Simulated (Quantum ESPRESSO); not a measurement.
**MoS2: dielectric tensor and Born charges under several settings**

```
Mo S
1.0
     3.16900    0.00000    0.00000
    -1.58450    2.74443    0.00000
     0.00000    0.00000   12.32400
Mo S
2 4
Cartesian
  0.0000 1.8296 3.0810
  1.5845 0.9148 9.2430
  0.0000 1.8296 7.6779
  1.5845 0.9148 1.5159
  0.0000 1.8296 10.8081
  1.5845 0.9148 4.6461
```

All runs used Quantum ESPRESSO 7.5; k mesh 12 × 12 × 3; given cell; no spin polarisation; cutoff 1088 eV; occupations smeared at first, fixed for the response.

```tsv
level	potentials	pressure (GPa)	ε∞ (diagonal)	Born charge of atom 1 (e)
PBE	PseudoDojo 0.4.1 SR PBE standard	2.0	15.29, 15.29, 6.46	-0.88
LDA	PseudoDojo 0.4.1 SR LDA standard	?	?	?
```

Q: What stands in the row left open?

A: Pressure -5.6 GPa; ε∞ 15.39, 15.39, 6.77; Born charge of atom 1 -0.95 e.

Caveats: on a mesh that holds Γ this program's dielectric tensor can be off by some percent beyond the error of the mesh; this functional lacks dispersion, which binds the layers, so the pressure and a relaxed spacing across them are unreliable (some runs); the cell is more than 3 GPa from zero pressure, which shifts response properties (some runs).

For the row left open. Caveat: the cell is more than 3 GPa from zero pressure, which shifts response properties; on a mesh that holds Γ this program's dielectric tensor can be off by some percent beyond the error of the mesh.
